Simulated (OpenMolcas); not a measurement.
**CH3BTe (SMILES B1C[Te]1): levels of theory compared**

We compute a comparison of 6 runs (HF/STO-3G, HF/3-21G, BHLYP/def2-SVP, M06-2X/def2-SVP, MP2/def2-SVP, CCSD(T)/def2-SVP) of CH3BTe. 

The calculation is run with OpenMolcas 26.06.

## Step 1: Starting point

The species is CH3BTe (6 atoms), meant as a singlet with charge 0. SMILES: `B1C[Te]1`. Geometry: a GFN2-xTB relaxation, a rough one for these elements and not checked as a minimum.

Bond lengths: B1–C2 1.519 Å, B1–Te3 2.072 Å, C2–Te3 2.212 Å, B1–H4 1.154 Å, C2–H5 1.080 Å, C2–H6 1.080 Å. Angles: B1–C2–Te3 64.4°, C2–B1–Te3 74.3°, B1–Te3–C2 41.4°, B1–C2–H5 122.0°, B1–C2–H6 122.0°, Te3–C2–H5 113.9°, Te3–C2–H6 113.8°, C2–B1–H4 143.4°, Te3–B1–H4 142.4°, H5–C2–H6 111.3°.

## Step 2: Energy and forces at HF/STO-3G (run 1)

File run.input:

```
&GATEWAY
BASLIB=$CurrDir
COORD
6
angstrom
B       -0.475950      -0.603850      -0.470850
C        0.176710       0.583020       0.216120
Te       1.031450      -1.396630       0.708540
H       -1.311740      -0.902480      -1.208470
H        0.861710       1.238170      -0.302210
H       -0.282170       1.081770       1.056880
BASIS=STO-3G
GROUP=NoSym
&SEWARD
&SCF
THRESHOLDS=1e-10 1e-07 1e-07 1e-05
PRORBITALS=1
&ALASKA
```

The basis set STO-3G is read from a file made from the Basis Set Exchange's data (not shown).

The run is started by

```sh
export MOLCAS_MEM=1860
pymolcas run.input > run.log
```

Log:

```text
--- Start Module: gateway ---
[...]
--- Stop Module: gateway /rc=_RC_ALL_IS_WELL_ ---
[...]
      Basis functions           40
[...]
--- Start Module: scf ---
[...]
       Convergence after  14 Iterations
[...]
::    Total SCF energy                              -6610.6184214375
[...]
      Total spin, S                                     0.0000000000
[...]
      Total electronic charge=   66.000000
      Total            charge=   -0.000000
[...]
      Dipole Moment (debye):
      Origin of the operator (angstrom)=    0.8345   -1.1521    0.5707
                   X= -1.0372E+00               Y=  1.4303E+00               Z= -7.1138E-01           Total=  1.9046E+00
      Quadrupole Moment (debye*angstrom):
[...]
--- Stop Module: scf /rc=_RC_ALL_IS_WELL_ ---
--- Start Module: alaska ---
[...]
 *              Molecular gradients               *
 **************************************************
  Irreducible representation: a
 ------------------------------------------------------------------------------------------
                              X                       Y                       Z
 ------------------------------------------------------------------------------------------
  B1                7.90658496912400E-04    1.06549601605543E-02    1.69743205464457E-03
  C2               -1.86104455612108E-02    1.28859209504810E-02   -1.36892333432712E-02
  TE3               1.05611398080576E-02   -1.90458948106311E-02    6.77452934814937E-03
  H4                8.51361189411648E-04   -2.62895817786313E-03    4.71392961471473E-04
  H5                7.52941346968239E-04   -1.16539869735632E-03    5.24968615726662E-03
  H6                5.65434471990045E-03   -7.00629425124166E-04   -5.03807178309224E-04
 ------------------------------------------------------------------------------------------
--- Stop Module: alaska /rc=_RC_ALL_IS_WELL_ ---
[...]
```

It took 2 s on 1 thread of Intel Xeon 6975P-C (Granite Rapids), shared host; peak memory 0.38 GiB.

## Step 3: Energy and forces at HF/3-21G (run 2)

File run.inp:

```
&GATEWAY
  BasLib=$CurrDir
  Coord
  6
  angstrom
  B       -0.475950      -0.603850      -0.470850
  C        0.176710       0.583020       0.216120
  Te       1.031450      -1.396630       0.708540
  H       -1.311740      -0.902480      -1.208470
  H        0.861710       1.238170      -0.302210
  H       -0.282170       1.081770       1.056880
  Basis=3-21G
  Group=NoSym

&SEWARD

&SCF
  Thresholds=1e-10 1e-07 1e-07 1e-05
  PrOrbitals=1

&ALASKA
```

The basis set 3-21G is read from a file made from the Basis Set Exchange's data (not shown).

The run is started by

```sh
export MOLCAS_MEM=1860
pymolcas run.inp > run.log
```

Log:

```text
--- Start Module: gateway ---
[...]
--- Stop Module: gateway /rc=_RC_ALL_IS_WELL_ ---
[...]
      Basis functions           55
[...]
--- Start Module: scf ---
[...]
       Convergence after  13 Iterations
[...]
::    Total SCF energy                              -6646.6020173528
[...]
      Total spin, S                                     0.0000000000
[...]
      Total electronic charge=   66.000000
      Total            charge=   -0.000000
[...]
      Dipole Moment (debye):
      Origin of the operator (angstrom)=    0.8345   -1.1521    0.5707
                   X= -7.1762E-01               Y=  1.1421E+00               Z= -4.7446E-01           Total=  1.4298E+00
      Quadrupole Moment (debye*angstrom):
[...]
--- Stop Module: scf /rc=_RC_ALL_IS_WELL_ ---
--- Start Module: alaska ---
[...]
 *              Molecular gradients               *
 **************************************************
  Irreducible representation: a
 ------------------------------------------------------------------------------------------
                              X                       Y                       Z
 ------------------------------------------------------------------------------------------
  B1                2.30345699516121E-02   -1.13401914187872E-02    1.79520861990436E-02
  C2               -3.54097232155759E-03   -2.25476949394317E-02   -5.18735352475641E-03
  TE3              -3.16323727711527E-02    2.48626991893062E-02   -2.37471288296103E-02
  H4                7.26537903677915E-03    1.53450427274360E-03    6.34340583341508E-03
  H5                2.71259505149013E-03    3.85798811039129E-03    1.96248966238555E-03
  H6                2.16080105282934E-03    3.63269478582806E-03    2.67650065952196E-03
 ------------------------------------------------------------------------------------------
--- Stop Module: alaska /rc=_RC_ALL_IS_WELL_ ---
[...]
```

It took 2.2 s on 1 thread of Intel Xeon 6975P-C (Granite Rapids), shared host; peak memory 0.39 GiB.

## Step 4: Energy and gradient at BHLYP/def2-SVP (core potential) (run 3)

File mol.xyz:

```xyz
6

B     -0.475950    -0.603850    -0.470850
C      0.176710     0.583020     0.216120
Te     1.031450    -1.396630     0.708540
H     -1.311740    -0.902480    -1.208470
H      0.861710     1.238170    -0.302210
H     -0.282170     1.081770     1.056880
```

File run.inp:

```
>>> EXPORT MOLCAS_PRINT=2

&GATEWAY
 BasLib = $CurrDir
 Coord = mol.xyz
 Basis = def2-SVP
 Group = NoSym

&SEWARD
 GridInput
 Grid=UltraFine
 End of Grid

&SCF
 KSDFT = HYB_GGA_XC_BHANDHLYP
 Thresholds = 1e-10 1e-07 1e-07 1e-05
 PrOrbitals = 1 2

&ALASKA
```

The basis set def2-SVP is read from a file made from the Basis Set Exchange's data (not shown).

The run is started by

```sh
export MOLCAS_MEM=1860
pymolcas run.inp > run.log
```

Log:

```text
--- Start Module: gateway ---
[...]
--- Stop Module: gateway /rc=_RC_ALL_IS_WELL_ ---
[...]
      Basis functions           69
[...]
--- Start Module: scf ---
[...]
       Convergence after  15 Iterations
[...]
::    Total KS-DFT energy                            -332.5965671515
[...]
      Total spin, S                                     0.0000000000
[...]
      Total electronic charge=   38.000000
      Total            charge=   -0.000000
[...]
      Dipole Moment (debye):
      Origin of the operator (angstrom)=    0.8345   -1.1521    0.5707
                   X= -3.2890E-01               Y=  9.2935E-01               Z= -1.7072E-01           Total=  1.0005E+00
      Quadrupole Moment (debye*angstrom):
[...]
--- Stop Module: scf /rc=_RC_ALL_IS_WELL_ ---
[...]
--- Start Module: alaska ---
[...]
 *              Molecular gradients               *
 **************************************************
  Irreducible representation: a
 ------------------------------------------------------------------------------------------
                              X                       Y                       Z
 ------------------------------------------------------------------------------------------
  B1               -4.68166562219885E-03   -1.06562696076224E-02   -5.30105543385417E-03
  C2                1.83948468913542E-03   -3.20391816055299E-03    1.57115285820120E-03
  TE3              -1.01126580568796E-02    1.00452529925832E-02   -7.32245334171111E-03
  H4                1.28407548163274E-02    5.92826094075138E-03    1.15330227523636E-02
  H5               -4.13415771775449E-03   -1.55207804688606E-03    4.72344766092814E-03
  H6                4.24824189141226E-03   -5.61248118301716E-04   -5.20411449581504E-03
 ------------------------------------------------------------------------------------------
--- Stop Module: alaska /rc=_RC_ALL_IS_WELL_ ---
[...]
```

Wall time 13 s (1 thread of Intel Xeon 6975P-C (Granite Rapids), shared host); peak memory 0.41 GiB.

Runs 4 to 5 aren't shown in full; the table further down has their settings and results.

## Step 5: The energy at CCSD(T)/def2-SVP (core potential) (run 6)

File run.inp:

```
&GATEWAY
 BasLib=$CurrDir
 BasisSet
 B.def2-SVP....
 B1 -0.475950 -0.603850 -0.470850 angstrom
 End of Basis
 BasisSet
 C.def2-SVP....
 C2 0.176710 0.583020 0.216120 angstrom
 End of Basis
 BasisSet
 Te.def2-SVP....
 Te3 1.031450 -1.396630 0.708540 angstrom
 End of Basis
 BasisSet
 H.def2-SVP....
 H4 -1.311740 -0.902480 -1.208470 angstrom
 H5 0.861710 1.238170 -0.302210 angstrom
 H6 -0.282170 1.081770 1.056880 angstrom
 End of Basis

&SEWARD

&SCF
 Thresholds=1e-10 1e-07 1e-07 1e-05
 PrOrbitals=1 1

&RASSCF
 FileOrb=$Project.ScfOrb
 Spin=1
 Nactel=0 0 0
 Inactive=19
 Ras2=0
 OutOrbitals=Canonical
 OrbListing=Nothing

&MOTRA
 JobIph
 Frozen=6

&CCSDT
 CCT
 Triples=2
 Iterations=80
 Accuracy=1e-08
 Extrapolation=5 4
```

The basis set def2-SVP is read from a file made from the Basis Set Exchange's data (not shown).

The run is started by

```sh
export MOLCAS_MEM=1860
pymolcas run.inp > run.log
```

Log:

```text
--- Start Module: gateway ---
[...]
--- Stop Module: gateway /rc=_RC_ALL_IS_WELL_ ---
[...]
      Basis functions           69
[...]
       Convergence after  15 Iterations
[...]
::    Total SCF energy                               -331.2072717264
[...]
      Total spin, S                                     0.0000000000
[...]
      Number of active orbitals                  0
[...]
      Spin quantum number                      0.0
[...]
      Active orbitals                            0
[...]
      Number of CSFs                             1
[...]
      Number of root(s) required                 1
[...]
      Convergence after  4 iterations
[...]
      Natural orbitals and occupation numbers for root  1
      ************************************************************************************************************************
      *                                                    Final results                                                     *
      ************************************************************************************************************************
[...]
::    RASSCF root number  1 Total energy:   -331.20727173
[...]
      Total electronic charge=   38.000000
      Total            charge=   -0.000000
[...]
      Dipole Moment (debye):
      Origin of the operator (angstrom)=    0.8345   -1.1521    0.5707
                   X= -6.9214E-01               Y=  1.1876E+00               Z= -4.4730E-01           Total=  1.4456E+00
      Quadrupole Moment (debye*angstrom):
[...]
--- Start Module: motra ---
[...]
      *** WARNING: Default frozen orbitals is overwritten by user input.
      *** Default values:   2
[...]
--- Stop Module: motra /rc=_RC_ALL_IS_WELL_ ---
--- Start Module: ccsdt ---
[...]
      Convergence after                    17  Iterations
      Total energy (diff) :    -331.57739859       0.00000001
[...]
 METHOD                       : CCSD+T(CCSD)+<T3(1)WT1> = CCSD(T)
[...]
       CCSD     =      -331.5773985891271
[...]
--- Stop Module: ccsdt /rc=_RC_ALL_IS_WELL_ ---
[...]
```

Wall time 22 s (1 thread of Intel Xeon 6975P-C (Granite Rapids), shared host); peak memory 0.41 GiB.

## Step 6: Overview of the runs

```csv
run,level,integration grid,task,energy (Eh),dipole moment (D) of the reference,HOMO energy (eV),LUMO energy (eV),wall time
1,HF/STO-3G,–,gradient,-6610.618421,1.90,-6.45,5.90,2 s
2,HF/3-21G,–,gradient,-6646.602017,1.43,-8.52,2.01,2.2 s
3,BHLYP/def2-SVP (core potential),UltraFine,gradient,-332.596567,1.00,-7.30,-0.50,13 s
4,M06-2X/def2-SVP (core potential),UltraFine,gradient,-332.582007,0.99,-7.60,-0.71,17 s
5,MP2/def2-SVP (core potential),–,energy,-331.548911,1.45,-8.53,1.92,3.3 s
6,CCSD(T)/def2-SVP (core potential),–,energy,-331.592587,1.45,-8.53,1.92,22 s
```

## Step 7: Results

```
                                          quantity          value
                               run 6: total energy  -331.59259 Eh
         run 6: dipole moment (mean-field density)         1.45 D
        run 6: HOMO energy (Hartree–Fock orbitals)       -8.53 eV
        run 6: LUMO energy (Hartree–Fock orbitals)        1.92 eV
      run 6: HOMO–LUMO gap (Hartree–Fock orbitals)       10.45 eV
run 6: correlation energy (6 core orbitals frozen)     -385.3 mEh
                             run 6: (T) correction     -15.19 mEh
```

In words: Over runs 1, 2, 3, 4 the dipole moment (its size) runs from 0.99 D (M06-2X/def2-SVP) to 1.90 D (HF/STO-3G). The two ends differ in method and basis and core potential. Over runs 1, 2, 3, 4 the HOMO–LUMO gap runs from 6.81 eV (BHLYP/def2-SVP) to 12.35 eV (HF/STO-3G). Totals of different functionals can't be ranked against each other. Some runs of one species differ in core potentials or relativity; totals across that change don't compare. In run 1 the basis is minimal, so the values are rough. In runs 1, 2 relativity is left out where basis or elements ask for it. All runs together took 59 s, the longest 22 s.
